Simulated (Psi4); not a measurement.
**doublet InSiH4F+: levels of theory compared**

We compute a comparison of 5 runs (U-revPBE/def2-SVP, UM06-L/def2-SVP, UPBE/def2-SVP, USVWN5/def2-SVP, UTPSS/def2-SVP) of doublet InSiH4F+. 

The results are computed with Psi4 1.11.

1 further run of the same task is left out (set aside as unsound or not needed). Runs told in other sessions of the task aren't counted.

## (1) The system as given

The species is InSiH4F+ (7 atoms), meant as a doublet with charge +1. SMILES of the parent species: `[F][InH][SiH3]`. Geometry: relaxed at PBE0-D4/def2-TZVP. That shape belongs to the parent species and isn't relaxed for this state.

Bond lengths: F1–In2 1.968 Å, In2–Si3 2.558 Å, In2–H4 1.714 Å, Si3–H5 1.486 Å, Si3–H6 1.486 Å, Si3–H7 1.487 Å. Angles: F1–In2–Si3 109.2°, F1–In2–H4 109.4°, Si3–In2–H4 141.4°, In2–Si3–H5 109.2°, In2–Si3–H6 109.1°, In2–Si3–H7 111.4°, H5–Si3–H6 109.2°, H5–Si3–H7 109.0°, H6–Si3–H7 109.0°.

## (2) The energy at U-revPBE/def2-SVP (core potential) (run 1)

Contents of fh4insi.in:

```
memory 2.2 GB

molecule geom {
  1 2
  F
  In 1 1.967703
  Si 2 2.558492 1 109.21526
  H 2 1.714032 1 109.3978 3 -179.99118
  H 3 1.486283 2 109.16118 4 -120.91742
  H 3 1.48646 5 109.17416 2 119.22393
  H 3 1.486801 5 108.98082 6 118.89951
  symmetry c1
  no_reorient
  no_com
}

set basis def2-SVP
set reference uks
set puream true
set e_convergence 1e-09
set d_convergence 1e-08
set scf_type pk
set dft_radial_points 99
set dft_spherical_points 590
set maxiter 100

E = energy('revpbe')
print_variables()
```

Launch:

```sh
$ psi4 -i fh4insi.in -o fh4insi.out -n 1
```

fh4insi.out:

```text
[...]
    !!!  WARNING: ECP capability is in beta. Please check occupations closely.  !!!
[...]
  Running in c1 symmetry.
[...]
  Nuclear repulsion =  168.681576215732264
[...]
  Multiplicity = 2
[...]
  Nalpha       = 24
  Nbeta        = 23
[...]
    Number of basis functions: 78
[...]
   @UKS iter   1:  -581.21835924379593   -6.95932e-01   5.93889e-03 ADIIS/DIIS
[...]
   @UKS iter  15:  -581.31290179246503   -6.82121e-13   3.11440e-09 DIIS
[...]
   @S^2 Observed:                7.550274539E-01
[...]
  @UKS Final Energy:  -581.31290179246503
   => Energetics <=
    Nuclear Repulsion Energy =            168.6815762157322638
    One-Electron Energy =               -1203.2951050095593928
    Two-Electron Energy =                 502.5142281600129763
    DFT Exchange-Correlation Energy =     -49.2136011586509383
    Empirical Dispersion Energy =           0.0000000000000000
    VV10 Nonlocal Energy =                  0.0000000000000000
    Total Energy =                       -581.3129017924650270
  UHF NO Occupations:
  HONO-2 :   22  A 1.9996431
  HONO-1 :   23  A 1.9980797
[...]
 Multipole Moments:
 ------------------------------------------------------------------------------------
     Multipole            Electronic (a.u.)      Nuclear  (a.u.)        Total (a.u.)
 ------------------------------------------------------------------------------------
 L = 1.  Multiply by 2.5417464519 to convert [e a0] to [Debye]
 Dipole X            :          0.0020147           -0.0020385           -0.0000238
 Dipole Y            :         35.6200182          -36.4363587           -0.8163404
 Dipole Z            :          0.4189481            1.1375037            1.5564518
 Magnitude           :                                                    1.7575420
[...]
```

Run time: 29 s. Hardware: 1 thread of Intel Xeon Platinum 8259CL at 2.50GHz (Skylake/Cascade Lake), shared host; peak memory 0.96 GiB.

## (3) Energy and forces at UM06-L/def2-SVP (core potential) (run 2)

Contents of fh4insi.xyz:

```xyz
7
FH4InSi
F     -0.196000    -2.340000     1.298800
In    -0.756000    -1.164900    -0.176800
Si     0.528000     1.043100    -0.028600
H     -1.937800    -1.965900    -1.125300
H      1.986000     0.765900    -0.108800
H      0.226000     1.696000     1.272200
H      0.149800     1.965800    -1.131400
```

Contents of fh4insi.py:

```python
import psi4

psi4.set_memory(2200000000)
psi4.set_num_threads(1)
psi4.core.set_output_file('fh4insi.out', False)

with open('fh4insi.xyz') as f:
    atoms = ''.join(f.readlines()[2:])
molecule = psi4.geometry('1 2\n' + atoms + 'symmetry c1')

options = {'basis': 'def2-SVP', 'reference': 'uks', 'puream': True, 'e_convergence': 1e-09, 'd_convergence': 1e-08, 'scf_type': 'pk', 'dft_radial_points': 99, 'dft_spherical_points': 590, 'maxiter': 100}
psi4.set_options(options)

e, wfn = psi4.gradient("m06-l", return_wfn=True)
psi4.oeprop(wfn, "MULLIKEN_CHARGES", "QUADRUPOLE", "MAYER_INDICES")
print('gradient / Eh bohr^-1')
print(e.np.round(6))
print(f'energy = {wfn.energy():.10f} Eh')
for k, v in sorted(psi4.core.scalar_variables().items()):
    print(f'{k:45s} {v:18.10f}')
```

Launch:

```sh
$ python fh4insi.py
```

fh4insi.out:

```text
[...]
    !!!  WARNING: ECP capability is in beta. Please check occupations closely.  !!!
[...]
  Running in c1 symmetry.
[...]
  Nuclear repulsion =  168.681564706163954
[...]
  Multiplicity = 2
[...]
  Nalpha       = 24
  Nbeta        = 23
[...]
    Number of basis functions: 78
[...]
   @UKS iter   1:  -581.36265820570986   -7.87850e-01   6.93636e-03 ADIIS/DIIS
[...]
   @UKS iter  15:  -581.48715901227877   -2.38742e-12   3.79117e-09 DIIS
[...]
   @S^2 Observed:                7.573064864E-01
[...]
  @UKS Final Energy:  -581.48715901227877
   => Energetics <=
    Nuclear Repulsion Energy =            168.6815647061639538
    One-Electron Energy =               -1203.4902265693335721
    Two-Electron Energy =                 502.7785931977244900
    DFT Exchange-Correlation Energy =     -49.4570903468336738
    Empirical Dispersion Energy =           0.0000000000000000
    VV10 Nonlocal Energy =                  0.0000000000000000
    Total Energy =                       -581.4871590122787666
  UHF NO Occupations:
  HONO-2 :   22  A 1.9993000
  HONO-1 :   23  A 1.9974122
[...]
  -Total Gradient:
     Atom            X                  Y                   Z
    ------   -----------------  -----------------  -----------------
       1       -0.003543449580    -0.002594881954    -0.002719306646
       2        0.007520546931     0.022895414652    -0.005716110692
       3       -0.026276315858    -0.046598686603    -0.002167264216
       4        0.006029444431    -0.001394558174     0.008455797552
       5        0.002535580995     0.011172913410     0.001011746141
       6        0.006923018262     0.008858038713    -0.002396618236
       7        0.006658221606     0.008079987998     0.003060342409
[...]
```

Standard output:

```text
gradient / Eh bohr^-1
[[-0.003543 -0.002595 -0.002719]
 [ 0.007521  0.022895 -0.005716]
 [-0.026276 -0.046599 -0.002167]
 [ 0.006029 -0.001395  0.008456]
 [ 0.002536  0.011173  0.001012]
 [ 0.006923  0.008858 -0.002397]
 [ 0.006658  0.00808   0.00306 ]]
energy = -581.4871590123 Eh
CURRENT ENERGY                                   -581.4871590123
CURRENT REFERENCE ENERGY                         -581.4871590123
DD SOLVATION ENERGY                                 0.0000000000
DFT FUNCTIONAL TOTAL ENERGY                      -581.4871590123
DFT TOTAL ENERGY                                 -581.4871590123
DFT VV10 ENERGY                                     0.0000000000
DFT XC ENERGY                                     -49.4570903468
GRID ELECTRONS ALPHA                               23.9999933690
GRID ELECTRONS BETA                                22.9999940268
GRID ELECTRONS TOTAL                               46.9999873958
NUCLEAR REPULSION ENERGY                          168.6815647062
ONE-ELECTRON ENERGY                             -1203.4902265693
PCM POLARIZATION ENERGY                             0.0000000000
PE ENERGY                                           0.0000000000
SCF ITERATION ENERGY                             -581.4871590123
SCF ITERATIONS                                     15.0000000000
SCF TOTAL ENERGY                                 -581.4871590123
TWO-ELECTRON ENERGY                               502.7785931977
XC GRID RADIAL POINTS                              99.0000000000
XC GRID SPHERICAL POINTS                          590.0000000000
XC GRID TOTAL POINTS                           390117.0000000000
```

Wall time 65 s (1 thread of Intel Xeon Platinum 8259CL at 2.50GHz (Skylake/Cascade Lake), shared host); peak memory 1.1 GiB.

Runs 3 to 4 aren't shown in full; the table further down has their settings and results.

## (4) The energy at UTPSS/def2-SVP (core potential) (run 5)

Contents of input.json:

```json
{
  "schema_name": "qcschema_input",
  "schema_version": 1,
  "molecule": {
    "schema_name": "qcschema_molecule",
    "schema_version": 2,
    "symbols": ["F", "In", "Si", "H", "H", "H", "H"],
    "geometry": [-0.37038632, -4.42195913, 2.45437629, -1.42863295, -2.20134196, -0.33410358, 0.99777539, 1.97117332, -0.05404617, -3.66191128, -3.71501259, -2.12650881, 3.75299608, 1.44734124, -0.2056022, 0.4270781, 3.20497551, 2.40410958, 0.28308097, 3.71482362, -2.13803614],
    "molecular_charge": 1,
    "molecular_multiplicity": 2,
    "fix_symmetry": "c1"
  },
  "driver": "energy",
  "model": {
    "method": "tpss",
    "basis": "def2-SVP"
  },
  "keywords": {
    "reference": "uks",
    "puream": true,
    "e_convergence": 1e-09,
    "d_convergence": 1e-08,
    "scf_type": "pk",
    "dft_radial_points": 99,
    "dft_spherical_points": 590,
    "maxiter": 100,
    "scf_properties": ["QUADRUPOLE", "LOWDIN_CHARGES", "MULLIKEN_CHARGES"]
  }
}
```

Launch:

```sh
$ psi4 --qcschema input.json -n 1 --memory 2200MB
```

stdout:

```text
[...]
    !!!  WARNING: ECP capability is in beta. Please check occupations closely.  !!!
[...]
  Running in c1 symmetry.
[...]
  Nuclear repulsion =  168.681564817999458
[...]
  Multiplicity = 2
[...]
  Nalpha       = 24
  Nbeta        = 23
[...]
    Number of basis functions: 78
[...]
   @UKS iter   1:  -581.19632419838115   -7.46121e-01   6.77229e-03 ADIIS/DIIS
[...]
   @UKS iter  15:  -581.31542412211491   -1.13687e-12   2.01237e-09 DIIS
[...]
   @S^2 Observed:                7.581384554E-01
[...]
  @UKS Final Energy:  -581.31542412211491
   => Energetics <=
    Nuclear Repulsion Energy =            168.6815648179994582
    One-Electron Energy =               -1203.2143587342011415
    Two-Electron Energy =                 502.4431482011911498
    DFT Exchange-Correlation Energy =     -49.2257784071045137
    Empirical Dispersion Energy =           0.0000000000000000
    VV10 Nonlocal Energy =                  0.0000000000000000
    Total Energy =                       -581.3154241221149050
  UHF NO Occupations:
  HONO-2 :   22  A 1.9995033
  HONO-1 :   23  A 1.9966497
[...]
  Mulliken Charges: (a.u.)
   Center  Symbol    Alpha    Beta     Spin     Total
       1     F     4.74321  4.51702  0.22618 -0.26023
       2    IN    10.19248 10.07406  0.11842  0.73347
       3    SI     7.00311  6.71717  0.28595  0.27972
       4     H     0.59961  0.29883  0.30078  0.10156
       5     H     0.48684  0.46250  0.02434  0.05066
       6     H     0.48691  0.46256  0.02435  0.05053
       7     H     0.48785  0.46786  0.01999  0.04429
   Total alpha = 24.00000, Total beta = 23.00000, Total charge =  1.00000
  Lowdin Charges: (a.u.)
[...]
```

The result, in JSON:

```text
{
 "driver": "energy",
 "model": {
  "method": "tpss",
  "basis": "def2-SVP"
 },
 "success": true,
 "return_result": -581.3154241221149,
 "properties": {
  "calcinfo_nbasis": 78,
  "calcinfo_nmo": 78,
  "calcinfo_nalpha": 24,
  "calcinfo_nbeta": 23,
  "calcinfo_natom": 7,
  "nuclear_repulsion_energy": 168.68156481799946,
  "return_energy": -581.3154241221149,
  "scf_one_electron_energy": -1203.2143587342011,
  "scf_two_electron_energy": 502.44314820119115,
  "scf_xc_energy": -49.225778407104514,
  "scf_dipole_moment": [0.05223936197559098, 1.491888894450085, -0.9192343820673958],
  "scf_total_energy": -581.3154241221149,
  "scf_iterations": 15
 }
}
```

Run time: 80 s. Hardware: 1 thread of Intel Xeon Platinum 8259CL at 2.50GHz (Skylake/Cascade Lake), shared host; peak memory 1.1 GiB.

## (5) The series

| run | level | task | energy (Eh) | HOMO energy (eV) | LUMO energy (eV) | ⟨S²⟩ | wall time |
| --- | --- | --- | --- | --- | --- | --- | --- |
| 1 | U-revPBE/def2-SVP (core potential) | energy | -581.312902 | -13.33 | -12.42 | 0.755 | 29 s |
| 2 | UM06-L/def2-SVP (core potential) | gradient | -581.487159 | -13.65 | -12.49 | 0.757 | 65 s |
| 3 | UPBE/def2-SVP (core potential) | gradient | -581.101952 | -13.36 | -12.48 | 0.755 | 34 s |
| 4 | USVWN5/def2-SVP (core potential) | energy | -579.204695 | -13.40 | -12.70 | 0.753 | 17 s |
| 5 | UTPSS/def2-SVP (core potential) | energy | -581.315424 | -13.57 | -12.49 | 0.758 | 80 s |

## (6) Outcome

| quantity | value |
| --- | --- |
| run 5: total energy | -581.31542 Eh |
| run 5: HOMO energy (highest over α and β) | -13.57 eV |
| run 5: LUMO energy (lowest over α and β) | -12.49 eV |
| run 5: ⟨S²⟩ | 0.758 |

What this shows: Totals of different functionals can't be ranked against each other. All runs together took 3.8 min, the longest 80 s.
